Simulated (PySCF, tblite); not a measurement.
**C4H13BS: dynamics, then NMR shifts on frames**

How do NMR shifts of C4H13BS (`[BH3-][S@+](C)CCC`) change as the atoms move?

The runs use tblite 0.8.0 and PySCF 2.14.0, with density-fitted response routines of our own; the level of theory stands in each step. All values are computed, except where a source is named. Atoms count from 0, in the outputs and in this text.

## Step 1: The starting structure

19 atoms, charge 0, multiplicity 1; geometry from: GFN2-xTB.

Bonds of the start (Å): B0–S1 1.98, S1–C2 1.82, S1–C3 1.83, C3–C4 1.52, C4–C5 1.53, B0–H6 1.19, B0–H7 1.19, B0–H8 1.19, C2–H9 1.09, C2–H10 1.09, C2–H11 1.09, C3–H12 1.09, C3–H13 1.09, C4–H14 1.09, C4–H15 1.09, C5–H16 1.09, C5–H17 1.09, C5–H18 1.09.

## Step 2: Dynamics with GFN2-xTB

The job: settings as JSON, then the geometry in Å.

```
{"job": {"kind": "md", "xc": "GFN2-xTB", "basis": "xTB", "temperature": 300, "steps": 2000, "every": 50, "frames": 5}, "charge": 0, "multiplicity": 1}
B     -2.654927    -0.274356     0.539013
S     -1.225503     0.803704    -0.298890
C     -1.192773     0.056236    -1.957213
C      0.253815     0.015706     0.437150
C      1.564123     0.562178    -0.107262
C      2.751199    -0.076834     0.605927
H     -2.630790     0.051596     1.678320
H     -3.635227     0.062453    -0.036194
H     -2.333804    -1.402680     0.343813
H     -1.184034    -1.025221    -1.864262
H     -2.102597     0.372119    -2.457077
H     -0.327509     0.412020    -2.506871
H      0.169613     0.217959     1.504889
H      0.169440    -1.059251     0.279204
H      1.588345     1.644183     0.032029
H      1.637095     0.359808    -1.177360
H      2.733998    -1.157261     0.482008
H      3.685443     0.300545     0.198391
H      2.724290     0.146347     1.669675
```

Method: GFN2-xTB Langevin dynamics, gas phase.

Started as:

```bash
> OMP_NUM_THREADS=1 python probes_run.py task.json out
```

One launch serves the whole session: the jobs run in the order shown.

Standard output:

```text
t/fs     T/K      E/eV
    0.0   243.7   -535.26615
   25.0   191.3   -534.95334
   50.0   196.2   -534.84340
   75.0   193.2   -534.87059
  100.0   271.1   -534.69953
  125.0   294.9   -534.61881
  150.0   254.8   -534.46906
  175.0   372.0   -534.80557
  200.0   298.8   -534.72100
  225.0   282.0   -534.65736
  250.0   214.1   -534.71687
  275.0   199.5   -534.71705
  300.0   286.9   -534.87735
  325.0   209.0   -534.76360
  350.0   245.4   -534.67199
  375.0   353.6   -534.74316
  400.0   283.5   -534.53580
  425.0   222.9   -534.56849
  450.0   379.3   -534.63064
  475.0   249.5   -534.55818
  500.0   245.5   -534.68508
  525.0   291.3   -534.52415
  550.0   293.0   -534.55822
  575.0   287.7   -534.70919
  600.0   290.1   -534.63625
  625.0   289.3   -534.49702
  650.0   333.3   -534.58192
  675.0   257.9   -534.52941
  700.0   244.0   -534.70321
  725.0   235.5   -534.83046
  750.0   196.7   -534.75009
  775.0   251.8   -534.87632
  800.0   199.3   -534.80823
  825.0   293.1   -534.91825
  850.0   200.4   -534.61008
  875.0   241.8   -534.67124
  900.0   207.7   -534.40149
  925.0   371.4   -534.57435
  950.0   328.8   -534.52510
  975.0   343.9   -534.52771
 1000.0   391.3   -534.55821
```

It took 38 s on 1 thread of Intel Xeon at 2.50GHz, shared host; peak memory 0.18 GiB.

Distance from the start (root mean square after alignment): 0 fs 0.00 Å, 200 fs 0.24 Å, 400 fs 0.35 Å, 600 fs 0.31 Å, 800 fs 0.31 Å, 1000 fs 0.26 Å.

Positions (Å) and forces (eV/Å) at 1000 fs:

```xyz
19

B    -2.320   -0.352   -0.047   -1.419   -1.298   -0.143
S    -0.931    0.862   -0.348    1.341   -0.184    0.447
C    -0.395    0.296   -1.994   -0.362   -1.601   -0.334
C     0.572    0.087    0.593   -1.714    0.294    0.378
C     1.821    0.945    0.486   -1.084    0.168    1.816
C     2.881    0.098    1.074    2.210   -2.097    0.723
H    -2.616   -0.485    1.109    0.285    0.499   -0.156
H    -3.264    0.093   -0.691    0.516   -0.130    0.318
H    -2.006   -1.458   -0.467    0.118    0.568    0.028
H    -0.385   -0.836   -1.969   -0.329    1.121   -0.109
H    -1.050    0.624   -2.831    0.468   -0.035    0.899
H     0.630    0.573   -2.131    0.339    0.544   -0.311
H     0.217   -0.135    1.657    0.479    0.582   -1.407
H     0.750   -0.878    0.101   -0.152    0.290    0.121
H     1.848    1.880    1.069   -0.742   -0.203   -0.111
H     1.968    1.228   -0.517    0.486    0.054   -1.253
H     2.884   -0.936    0.629   -0.031    0.850    0.292
H     3.877    0.503    0.847   -0.157   -0.009    0.241
H     2.837   -0.084    2.199   -0.251    0.588   -1.439
```

## Step 3: NMR shieldings: 250 fs, PBE0/pcSseg-1

The job: settings as JSON, then the geometry in Å.

```
{"job": {"kind": "nmr", "xc": "PBE0", "basis": "pcSseg-1", "pop": false}, "charge": 0, "multiplicity": 1}
B     -2.973300    -0.755700     0.581600
S     -1.437000     0.046600    -0.271900
C     -1.495300    -0.856400    -1.832400
C      0.136900    -0.614000     0.467700
C      1.342000     0.160200    -0.160800
C      2.633300    -0.134300     0.593000
H     -2.935700    -0.390600     1.724100
H     -3.925800    -0.460700    -0.067800
H     -2.716700    -1.917300     0.471800
H     -1.284200    -1.984200    -1.732200
H     -2.505500    -0.620500    -2.148800
H     -0.670400    -0.526000    -2.514800
H      0.036300    -0.573900     1.526300
H      0.171200    -1.679900     0.216800
H      1.158500     1.246100     0.004000
H      1.258300    -0.043600    -1.193800
H      2.870300    -1.221400     0.614700
H      3.437300     0.483500     0.153200
H      2.584400     0.167100     1.608500
```

Level: GIAO PBE0/pcSseg-1 NMR shielding, non-relativistic, gas phase.

Standard output:

```text
coarse grid: 15120 points
cycle   1  E = -582.7362450359  dE =  2.500e-01  |g| = 4.288e-01  |ddm| = 3.566e+00
cycle   2  E = -582.7403270523  dE = -4.082e-03  |g| = 4.312e-01  |ddm| = 9.925e-01
cycle   3  E = -582.7957538300  dE = -5.543e-02  |g| = 4.049e-02  |ddm| = 4.835e-01
cycle   4  E = -582.7961079772  dE = -3.541e-04  |g| = 1.690e-02  |ddm| = 6.188e-02
cycle   5  E = -582.7961834561  dE = -7.548e-05  |g| = 4.502e-03  |ddm| = 2.078e-02
cycle   6  E = -582.7961883950  dE = -4.939e-06  |g| = 1.284e-03  |ddm| = 5.425e-03
final grid: 137624 points
cycle   7  E = -582.8362519823  dE = -4.020e-05  |g| = 9.906e-03  |ddm| = 3.174e-02
cycle   8  E = -582.8362406722  dE =  1.131e-05  |g| = 1.204e-02  |ddm| = 1.827e-02
cycle   9  E = -582.8362771868  dE = -3.651e-05  |g| = 8.875e-04  |ddm| = 1.052e-02
cycle  10  E = -582.8362774195  dE = -2.327e-07  |g| = 1.774e-04  |ddm| = 1.131e-03
cycle  11  E = -582.8362774275  dE = -7.938e-09  |g| = 6.612e-05  |ddm| = 2.549e-04
cycle  12  E = -582.8362774286  dE = -1.111e-09  |g| = 1.674e-05  |ddm| = 8.671e-05
cycle  13  E = -582.8362774286  dE = -7.481e-11  |g| = 3.515e-06  |ddm| = 2.137e-05
converged SCF energy = -582.8362774286

GIAO shielding tensors (ppm)
atom      isotropic    diamagn.    paramagn.     s11        s22        s33       span
  0 B      129.338     191.731     -62.393    114.986    118.886    154.141     39.155
  1 S      458.150    1058.792    -600.642    316.758    431.662    626.030    309.271
  2 C      148.760     255.661    -106.901    120.368    144.363    181.550     61.181
  3 C      131.840     256.094    -124.254    104.760    120.501    170.258     65.498
  4 C      159.950     250.992     -91.042    137.019    164.341    178.490     41.470
  5 C      171.679     244.561     -72.882    160.503    163.598    190.936     30.433
  6 H       29.692      30.154      -0.463     26.213     27.538     35.324      9.111
  7 H       29.854      30.764      -0.910     26.646     27.624     35.293      8.647
  8 H       30.162      30.888      -0.726     26.731     28.086     35.669      8.938
  9 H       28.321      29.829      -1.508     25.545     25.769     33.648      8.103
 10 H       28.954      30.174      -1.220     23.758     26.410     36.694     12.936
 11 H       28.336      31.233      -2.898     23.230     26.749     35.028     11.798
 12 H       29.726      34.912      -5.187     24.599     30.096     34.481      9.882
 13 H       29.794      34.783      -4.990     26.097     30.123     33.161      7.064
 14 H       29.526      32.603      -3.077     23.755     30.743     34.078     10.323
 15 H       30.741      34.254      -3.513     24.846     33.005     34.373      9.527
 16 H       30.177      27.802       2.376     25.614     28.206     36.711     11.097
 17 H       29.817      26.819       2.998     24.836     27.052     37.562     12.726
 18 H       31.194      30.234       0.960     26.915     29.549     37.119     10.204
```

It took 83 s on 1 thread of Intel Xeon at 2.50GHz, shared host; peak memory 0.79 GiB.

Shifts follow as δ = σ(reference) − σ, with reference shieldings (ppm) from runs at the same level and on the same kind of geometry: ¹H TMS 31.72, ¹³C TMS 186.9, ¹¹B BF3·OEt2 100.1, ³³S CS2 504. The references are single molecules in the gas phase. Each atom is listed at this fixed geometry, with no averaging over motion; a spectrum would average atoms that exchange fast.

```
atoms                              environment  σ (ppm)  δ (ppm)
   C3                      sp3 CH2 bonded to S    131.8     55.1
   C2                methyl carbon bonded to S    148.8     38.2
   C4                                  sp3 CH2    160.0     27.0
   C5                            methyl carbon    171.7     15.2
   H9  hydrogen on a methyl carbon bonded to S    28.32     3.40
  H11  hydrogen on a methyl carbon bonded to S    28.34     3.38
  H10  hydrogen on a methyl carbon bonded to S    28.95     2.76
  H14                   hydrogen on an sp3 CH2    29.53     2.19
   H6          hydrogen on a boron bonded to S    29.69     2.03
  H12       hydrogen on an sp3 CH2 bonded to S    29.73     1.99
  H13       hydrogen on an sp3 CH2 bonded to S    29.79     1.92
  H17              hydrogen on a methyl carbon    29.82     1.90
   H7          hydrogen on a boron bonded to S    29.85     1.86
   H8          hydrogen on a boron bonded to S    30.16     1.55
  H16              hydrogen on a methyl carbon    30.18     1.54
  H15                   hydrogen on an sp3 CH2    30.74     0.98
  H18              hydrogen on a methyl carbon    31.19     0.52
   B0                   boron bonded to S, 3 H    129.3    -29.3
   S1                  sulfur bonded to 2 C, B      458       46
```

Orbitals, density, ELF and potential are computed afterwards from the orbital file.

Frontier orbitals at PBE0/pcSseg-1, with the share of their density that lies nearest to each atom:

```
orbital  energy (eV)                    lies on
   HOMO        -7.49  H8 39 %; S1 28 %; B0 13 %
   LUMO         0.25   S1 38 %; C3 13 %; C2 7 %
```

ELF in a plane through or near 10 of the atoms.

Values, 10 rows by 14 columns:
```
0.00 0.00 0.00 0.00 0.00 0.00 0.00 0.00 0.00 0.00 0.00 0.00 0.00 0.00
0.00 0.00 0.00 0.00 0.00 0.00 0.00 0.00 0.01 0.20 0.06 0.00 0.00 0.00
0.00 0.00 0.00 0.02 0.01 0.00 0.21 0.00 0.45 1.00 0.97 0.02 0.00 0.00
0.00 0.00 0.08 0.99 0.95 0.09 0.99 0.42 0.09 0.95 0.64 0.21 0.02 0.00
0.00 0.00 0.07 0.88 0.81 0.23 0.61 0.66 0.75 0.22 0.49 0.99 0.55 0.00
0.00 0.05 0.97 0.97 0.80 0.33 0.77 0.70 0.41 0.29 0.22 0.80 0.13 0.00
0.00 0.00 0.73 0.63 0.09 0.99 0.83 0.11 0.53 0.88 0.92 0.00 0.00 0.00
0.00 0.00 0.00 0.00 0.02 0.93 0.08 0.99 0.99 0.78 0.96 0.01 0.00 0.00
0.00 0.00 0.00 0.00 0.00 0.00 0.00 0.77 0.80 0.04 0.01 0.00 0.00 0.00
0.00 0.00 0.00 0.00 0.00 0.00 0.00 0.00 0.00 0.00 0.00 0.00 0.00 0.00
```
The map spans 12.7 Å across and 9.8 Å up, centred on the molecule. Atoms in the plane (x, y in Å): B0 (2.6, 1.1), C2 (1.6, -1.5), C4 (-1.6, -0.3), C5 (-3.0, 0.2), H6 (2.3, 2.3), H10 (2.6, -1.6), H11 (0.8, -2.3), H15 (-1.3, -1.3), H17 (-3.8, -0.3), H18 (-3.1, 1.2).

On the surface of density 0.002 e/bohr³ the electrostatic potential runs, from the 1st to the 99th percentile, from -1.50 to 1.39 V.

## Step 4: Shielding tensors: 425 fs, PBE0/pcSseg-1

The job: settings as JSON, then the geometry in Å.

```
{"job": {"kind": "nmr", "xc": "PBE0", "basis": "pcSseg-1", "pop": false}, "charge": 0, "multiplicity": 1}
B     -2.618700    -0.949700     1.151800
S     -1.354200    -0.050400    -0.083900
C     -1.325600    -0.948700    -1.618700
C      0.301200    -0.400700     0.557400
C      1.541500     0.383500    -0.007500
C      2.711000    -0.436600     0.445600
H     -2.558700    -0.390200     2.162400
H     -3.595800    -0.814500     0.497400
H     -2.307000    -2.101100     1.261700
H     -1.545600    -2.089200    -1.508000
H     -2.146100    -0.586800    -2.281600
H     -0.444300    -0.709700    -2.149300
H      0.170700    -0.253200     1.625900
H      0.497400    -1.482200     0.291300
H      1.574700     1.457600     0.270300
H      1.552300     0.351500    -1.147200
H      2.647700    -1.343100    -0.118000
H      3.695500     0.081600     0.231000
H      2.810600    -0.703700     1.506800
```

With the program's defaults for keys left out, this is: GIAO PBE0/pcSseg-1 NMR shielding, non-relativistic, gas phase.

Standard output:

```text
coarse grid: 15120 points
cycle   1  E = -582.7342402878  dE =  2.511e-01  |g| = 4.264e-01  |ddm| = 3.569e+00
cycle   2  E = -582.7384903444  dE = -4.250e-03  |g| = 4.309e-01  |ddm| = 9.880e-01
cycle   3  E = -582.7936269423  dE = -5.514e-02  |g| = 4.263e-02  |ddm| = 4.759e-01
cycle   4  E = -582.7940341011  dE = -4.072e-04  |g| = 1.696e-02  |ddm| = 6.764e-02
cycle   5  E = -582.7941134983  dE = -7.940e-05  |g| = 3.836e-03  |ddm| = 2.045e-02
cycle   6  E = -582.7941172939  dE = -3.796e-06  |g| = 9.270e-04  |ddm| = 5.402e-03
final grid: 137624 points
cycle   7  E = -582.8327042451  dE = -3.867e-05  |g| = 8.812e-03  |ddm| = 2.940e-02
cycle   8  E = -582.8326972746  dE =  6.971e-06  |g| = 1.038e-02  |ddm| = 1.590e-02
cycle   9  E = -582.8327241046  dE = -2.683e-05  |g| = 7.253e-04  |ddm| = 8.915e-03
cycle  10  E = -582.8327242554  dE = -1.509e-07  |g| = 1.716e-04  |ddm| = 9.870e-04
cycle  11  E = -582.8327242637  dE = -8.211e-09  |g| = 5.412e-05  |ddm| = 2.535e-04
cycle  12  E = -582.8327242644  dE = -7.396e-10  |g| = 1.467e-05  |ddm| = 7.271e-05
converged SCF energy = -582.8327242644

GIAO shielding tensors (ppm)
atom      isotropic    diamagn.    paramagn.     s11        s22        s33       span
  0 B      125.924     189.514     -63.589    104.570    117.323    155.880     51.310
  1 S      499.047    1058.321    -559.274    385.579    466.103    645.459    259.880
  2 C      160.441     252.447     -92.006    137.758    153.223    190.341     52.583
  3 C      131.880     255.701    -123.822     99.959    132.818    162.863     62.904
  4 C      156.178     246.909     -90.731    145.523    154.974    168.037     22.514
  5 C      167.526     245.274     -77.748    152.411    163.102    187.066     34.656
  6 H       30.118      30.534      -0.417     26.458     28.229     35.667      9.209
  7 H       29.889      30.081      -0.192     26.311     27.119     36.237      9.926
  8 H       29.803      30.341      -0.539     26.706     28.032     34.670      7.964
  9 H       27.854      28.156      -0.302     23.735     25.298     34.529     10.794
 10 H       28.917      28.881       0.036     24.098     25.671     36.982     12.884
 11 H       30.300      33.302      -3.002     24.547     29.301     37.051     12.504
 12 H       28.901      33.875      -4.974     22.871     30.340     33.491     10.620
 13 H       28.820      34.107      -5.287     23.659     29.902     32.898      9.238
 14 H       29.390      30.536      -1.147     24.884     28.046     35.239     10.356
 15 H       29.132      31.337      -2.205     24.755     29.417     33.225      8.470
 16 H       31.083      29.920       1.163     26.321     30.053     36.875     10.554
 17 H       29.291      25.950       3.341     24.465     26.321     37.088     12.623
 18 H       30.342      28.496       1.846     25.947     28.759     36.319     10.372
```

It took 55 s on 1 thread of Intel Xeon at 2.50GHz, shared host; peak memory 0.83 GiB.

Key values: δ C3 55.0, C4 30.7, C2 26.5, C5 19.4, H9 3.86, H13 2.90 ppm.

## Step 5: NMR shieldings: 625 fs, PBE0/pcSseg-1

The job: settings as JSON, then the geometry in Å.

```
{"job": {"kind": "nmr", "xc": "PBE0", "basis": "pcSseg-1", "pop": false}, "charge": 0, "multiplicity": 1}
B     -2.240700    -0.315100     1.285500
S     -0.977800     0.620600     0.001000
C     -1.130200    -0.205500    -1.624600
C      0.501200    -0.156200     0.631000
C      1.710400     0.564800     0.230900
C      2.888100     0.094300     0.983000
H     -2.200700     0.523900     2.130600
H     -3.329100    -0.334400     0.765300
H     -1.828100    -1.490000     1.436800
H     -1.257800    -1.390100    -1.566700
H     -2.036500     0.211700    -2.066600
H     -0.338800     0.003900    -2.270800
H      0.387100    -0.178900     1.750600
H      0.420000    -1.202300     0.273600
H      1.585600     1.675100     0.395500
H      1.928200     0.389900    -0.832600
H      2.835500    -0.948700     1.206200
H      3.762800     0.464400     0.507100
H      2.926500     0.623000     1.924500
```

Method: GIAO PBE0/pcSseg-1 NMR shielding, non-relativistic, gas phase.

Standard output:

```text
coarse grid: 15120 points
cycle   1  E = -582.7293471941  dE =  3.730e-01  |g| = 4.398e-01  |ddm| = 3.608e+00
cycle   2  E = -582.7296664600  dE = -3.193e-04  |g| = 4.597e-01  |ddm| = 9.550e-01
cycle   3  E = -582.7897718285  dE = -6.011e-02  |g| = 4.355e-02  |ddm| = 4.791e-01
cycle   4  E = -582.7902027689  dE = -4.309e-04  |g| = 1.843e-02  |ddm| = 8.114e-02
cycle   5  E = -582.7902950386  dE = -9.227e-05  |g| = 5.525e-03  |ddm| = 2.480e-02
cycle   6  E = -582.7903024234  dE = -7.385e-06  |g| = 1.340e-03  |ddm| = 6.287e-03
final grid: 137624 points
cycle   7  E = -582.8288900283  dE = -4.247e-05  |g| = 9.047e-03  |ddm| = 3.392e-02
cycle   8  E = -582.8288804701  dE =  9.558e-06  |g| = 1.105e-02  |ddm| = 1.671e-02
cycle   9  E = -582.8289108605  dE = -3.039e-05  |g| = 6.176e-04  |ddm| = 9.626e-03
cycle  10  E = -582.8289109682  dE = -1.077e-07  |g| = 1.792e-04  |ddm| = 9.256e-04
cycle  11  E = -582.8289109769  dE = -8.655e-09  |g| = 5.120e-05  |ddm| = 2.299e-04
cycle  12  E = -582.8289109775  dE = -6.715e-10  |g| = 1.217e-05  |ddm| = 7.333e-05
converged SCF energy = -582.8289109775

GIAO shielding tensors (ppm)
atom      isotropic    diamagn.    paramagn.     s11        s22        s33       span
  0 B      117.646     190.115     -72.470     93.645    108.762    150.530     56.885
  1 S      490.740    1058.783    -568.043    419.478    430.030    622.711    203.233
  2 C      152.264     251.786     -99.523    122.965    148.105    185.721     62.756
  3 C      132.837     256.567    -123.730    105.366    128.902    164.241     58.875
  4 C      159.759     248.132     -88.373    140.662    167.566    171.048     30.386
  5 C      175.887     245.031     -69.144    160.940    170.380    196.342     35.402
  6 H       28.931      30.436      -1.505     25.739     25.995     35.058      9.318
  7 H       29.109      30.035      -0.926     25.901     27.339     34.087      8.186
  8 H       28.662      29.597      -0.935     25.092     27.262     33.632      8.540
  9 H       27.687      28.426      -0.738     23.901     25.157     34.004     10.103
 10 H       29.333      29.809      -0.476     24.527     26.127     37.345     12.818
 11 H       30.261      33.142      -2.881     25.249     28.432     37.103     11.854
 12 H       28.336      33.403      -5.068     22.415     30.434     32.158      9.743
 13 H       29.096      34.480      -5.384     25.091     29.716     32.481      7.390
 14 H       29.316      30.932      -1.616     23.752     30.189     34.008     10.256
 15 H       29.727      32.509      -2.782     23.904     31.320     33.956     10.052
 16 H       31.484      28.833       2.650     26.677     30.209     37.565     10.888
 17 H       30.968      27.732       3.236     25.705     28.441     38.757     13.052
 18 H       30.717      28.815       1.902     26.278     28.806     37.066     10.789
```

It took 54 s on 1 thread of Intel Xeon at 2.50GHz, shared host; peak memory 0.83 GiB.

In short: δ C3 54.1, C2 34.7, C4 27.2, C5 11.0, H9 4.03, H12 3.38 ppm.

(Part 1 of 2 ends here.)
